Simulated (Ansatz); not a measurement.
**GeAsH3 (triplet): from Hartree-Fock to the top rungs at a displaced geometry (v1), cc-pVDZ**

The task here is to estimate one member of a computed series from the others.

Program: Ansatz 0.2.0, Gaussian basis. Level of theory: cc-pVDZ, core rule «outside noble gas», up to 28 orbitals frozen. These are calculated values, not measurements.

To be run: UHF; CCSD(T) on ROHF; CCSD(T) on UHF; BCCD(T) on ROHF; CISD as a restricted active space (open shells left free, so some higher excitations enter); CCSDT(Q) on ROHF; CCSDT(Q) on UHF.

22 further runs of the same task are left out: 9 that didn't finish, 13 set aside as unsound or not needed. Runs told in other sessions of the task aren't counted.

### What is computed

The geometry is a PBE0/def2-TZVP stationary point (not a proven minimum) with its atoms shifted at random (size 0.040 Å). No spin-orbit coupling is included. The filled d shell of Ge, As may be among the frozen orbitals whatever the setting's name suggests.

5 atoms, charge 0, spin multiplicity 3.

Atoms are counted from 1 here; the program's logs count them from 0.

Bond lengths: Ge1–As2 2.434 Å, Ge1–H3 1.517 Å, Ge1–H4 1.489 Å, As2–H5 1.525 Å. Angles: As2–Ge1–H3 108.2°, As2–Ge1–H4 109.9°, H3–Ge1–H4 105.1°, Ge1–As2–H5 96.7°.

The first run:

File in.yaml:

```yaml
crystal:
  periodic: [false, false, false]
  atoms:
    - {symbol: Ge, position_ang: [0.001128, -0.048698, 1.220709]}
    - {symbol: As, position_ang: [0.000295, 0.047918, -1.210917]}
    - {symbol: H, position_ang: [-1.196298, 0.733213, 1.726681]}
    - {symbol: H, position_ang: [1.190039, 0.670397, 1.756484]}
    - {symbol: H, position_ang: [-0.096903, -1.455854, -1.447791]}
basis:
  gaussian: {orbitals: cc-pVDZ}
magnetization: {spin_polarized: true, initial_magnetization: 2}
hamiltonian: {xc: hf}
output: {orbitals: {seedname: orbitals}}
```

The run is started by

```
$ ansatz run in.yaml --threads 1 --pin off --events-out ev --progress --plain --max-ram 2393MiB
```

Steps of the session up to this table: UHF; CCSD(T) on ROHF; CCSD(T) on UHF; BCCD(T) on ROHF; CISD as a restricted active space (open shells left free, so some higher excitations enter); CCSDT(Q) on ROHF; CCSDT(Q) on UHF.

One of the session's tables, all rows but one given; the rest of the session is left out.

| method | from UCCSDT(Q) (kcal/mol) |
| --- | --- |
| ROHF | +138.99 |
| UHF | +135.62 |
| RMP2 | +28.66 |
| UMP2 | +28.80 |
| CISD | +15.69 |
| RCCSD | +4.67 |
| UCCSD | ? |
| RCCSD(T) | +1.05 |
| UCCSD(T) | +0.91 |
| BCCD(T) | +1.03 |
| RCCSDT | +0.33 |
| UCCSDT | +0.18 |
| RCCSDT(Q) | +0.15 |
| UCCSDT(Q) | 0 |

**Question.** Estimate the row for UCCSD.

The run gave: from UCCSDT(Q) (kcal/mol): +4.45. In the column «from UCCSDT(Q) (kcal/mol)» it lies between RCCSD(T) (+1.05) and RCCSD (+4.67).

Caveats from the session: Restricted and unrestricted rows rest on different reference determinants; a gap between their highest levels can come from leftover correlation error, from unlike frozen cores or from another state.
